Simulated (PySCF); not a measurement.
# CsCd: from the state search to spectroscopic constants

One job finds the state of CsCd, follows it along the bond with each method and fits the curves.

Method: Cs def2-SVP with ECP46, Cd def2-SVP with ECP28, scalar-relativistic core potentials; program: PySCF 2.14.0.

### 1 Set-up

The job is set up so:

- atoms: Cs, Cd
- charge: 0
- basis: Cs def2-SVP with ECP46, Cd def2-SVP with ECP28
- Hamiltonian: scalar-relativistic core potentials
- basis functions: 55
- electrons treated: 29
- masses in u: 132.9054, 113.9034
- levels: PBE0, PBE, r²SCAN, B97-3, B3LYP, M06-2X, HSE06, HF, MP2, SCS-MP2
- grid: 80 radial by 434 angular points
- occupations: held fixed by the projection of orbital angular momentum
- dissociation limit: Cs + Cd, each in its ground configuration
- starting distance in angstrom: 3.605
- values of 2S to try: 1, 3

Started as:

```
OMP_NUM_THREADS=1 python dia.py task.json out
```

After this run come: First curve: PBE0; Excited determinants; PBE; r²SCAN (meta-GGA); B97-3; B3LYP (global hybrid GGA); M06-2X (hybrid meta-GGA); HSE06; UHF.

What does the calculation give? Wanted: for each run, Re; ωe; De; μ.

**Answer**, as computed:

Lowest PBE0 solution found, without spin–orbit coupling: ²Σ⁺ (doublet), unpaired electrons σ ↑. State 3 has its PBE0 minimum 3.53 eV higher. The other levels ran on the lowest alone.

```
      level  Re (Å)  ωe (cm⁻¹)  De (eV)  μ (D)
    UHF-MP2   4.985       11.4    0.035    n/a
UHF-SCS-MP2   5.348        8.8    0.024    n/a
        PBE   4.323       29.9    0.100  -1.17
     r²SCAN   4.300       30.4    0.100  -1.38
      B3LYP   4.516       23.3    0.048  -0.92
       PBE0   4.400       26.7    0.074  -0.95
      B97-3   4.483       27.5    0.068  -0.70
      HSE06   4.336       29.2    0.090  -1.10
     M06-2X   4.443       27.9    0.106  -0.17
```

De is counted to Cs + Cd in their ground configurations. A positive dipole means Cs(−)Cd(+). No constants: UHF (no minimum is bracketed among the points kept).

What this shows: Bond lengths run from 4.300 Å (r²SCAN) to 5.348 Å (UHF-SCS-MP2). Of the levels with a De here, UHF-SCS-MP2 gives the least (0.024 eV) and M06-2X the most (0.106 eV).

Spin–orbit coupling is left out. The bond is weak, and basis-set superposition, which was not computed, may be a sizeable part of it. With spin–orbit coupling the term label itself may not hold.
